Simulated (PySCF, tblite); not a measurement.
# C5H6F4Si: geometry, infrared bands and NMR shifts

Aim: predict the infrared bands and NMR shifts of C5H6F4Si (`F[C@@H](C#C[SiH3])CC(F)(F)F`).

The runs use tblite 0.8.0 and PySCF 2.14.0, with density-fitted response routines of our own; the level of theory stands in each step. All values are computed, except where a source is named. Atoms count from 0, in the outputs and in this text.

### 1 The starting structure

16 atoms, charge 0, multiplicity 1; geometry from: force field or distance geometry start.

Bonds of the start (Å): F0–C1 1.36, C1–C2 1.49, C2–C3 1.19, C3–Si4 1.87, C1–C5 1.52, C5–C6 1.50, C6–F7 1.35, C6–F8 1.35, C6–F9 1.34, C1–H10 1.09, Si4–H11 1.48, Si4–H12 1.48, Si4–H13 1.49, C5–H14 1.10, C5–H15 1.11.

### 2 Relaxing the molecule with GFN2-xTB

Job settings and geometry (Å):

```
{"job": {"kind": "relax", "xc": "GFN2-xTB", "basis": "xTB"}, "charge": 0, "multiplicity": 1}
F     -0.595300     2.480200     0.308300
C     -0.701500     1.252400    -0.276600
C      0.631500     0.613700    -0.129900
C      1.700700     0.106500    -0.032600
Si     3.378700    -0.707700     0.156000
C     -1.796800     0.497400     0.454200
C     -2.156600    -0.757300    -0.279400
F     -1.139700    -1.644200    -0.314200
F     -3.196400    -1.371300     0.334200
F     -2.536500    -0.494600    -1.541100
H     -0.949600     1.406600    -1.322000
H      3.404100    -1.592800     1.343500
H      4.432100     0.326700     0.310300
H      3.691500    -1.523300    -1.055600
H     -2.678800     1.150900     0.535800
H     -1.495100     0.265700     1.497700
```

Started as:

```
$ OMP_NUM_THREADS=1 python probes_run.py task.json out
```

One launch serves the whole session: the jobs run in the order shown.

**Question.** This job is followed by: GFN2-xTB harmonic vibrations, gas phase; GIAO PBE0/pcSseg-1 NMR shielding, non-relativistic, gas phase. Predict these results of the whole session: strongest single infrared mode (GFN2-xTB); zero-point energy (GFN2-xTB); ¹³C shifts against TMS (PBE0/pcSseg-1); ¹H shifts against TMS (PBE0/pcSseg-1, means over atoms taken as alike); ¹⁹F shifts against CFCl3 (PBE0/pcSseg-1, means over atoms taken as alike); ²⁹Si shifts against TMS (PBE0/pcSseg-1); surface potential, 1st and 99th percentile.

As calculated:

| quantity | value |
| --- | --- |
| strongest single infrared mode (GFN2-xTB) | 780 cm⁻¹, 488 km/mol |
| zero-point energy (GFN2-xTB) | 58.6 kcal/mol |
| ¹³C shifts against TMS (PBE0/pcSseg-1) | 133.1, 111.3, 95.2, 80.7, 45.5 ppm |
| ¹H shifts against TMS (PBE0/pcSseg-1, means over atoms taken as alike) | 5.64, 4.29, 2.77, 2.76 ppm |
| ¹⁹F shifts against CFCl3 (PBE0/pcSseg-1, means over atoms taken as alike) | -79.9, -205.9 ppm |
| ²⁹Si shifts against TMS (PBE0/pcSseg-1) | -97.4 ppm |
| surface potential, 1st and 99th percentile | -0.83 V and 1.31 V |

In words: The optimisation took 46 steps and gained 0.140 eV; among the close pairs (by a distance rule), C1–C2 changed most, from 1.485 to 1.454 Å. The lowest mode is slightly imaginary (4i cm⁻¹), a soft motion within the noise of the Hessian, so the minimum is not strictly shown. Unscaled tight-binding wavenumbers are off by several per cent, some by more. Its intensities can rank the bands wrongly. H10 (hydrogen on a propargylic sp3 CH bonded to F) lies farthest downfield among hydrogen, at 5.64 ppm; its carbon carries F, an electronegative neighbour. At PBE0/pcSseg-1: Shielding is most anisotropic at C2 (span 305 ppm, paramagnetic term -196 ppm). By nearest atom (PBE0/pcSseg-1), the HOMO sits on C2, C3 about 38 % each and the LUMO on C2, C3 about 26 % each; F0 8 %.
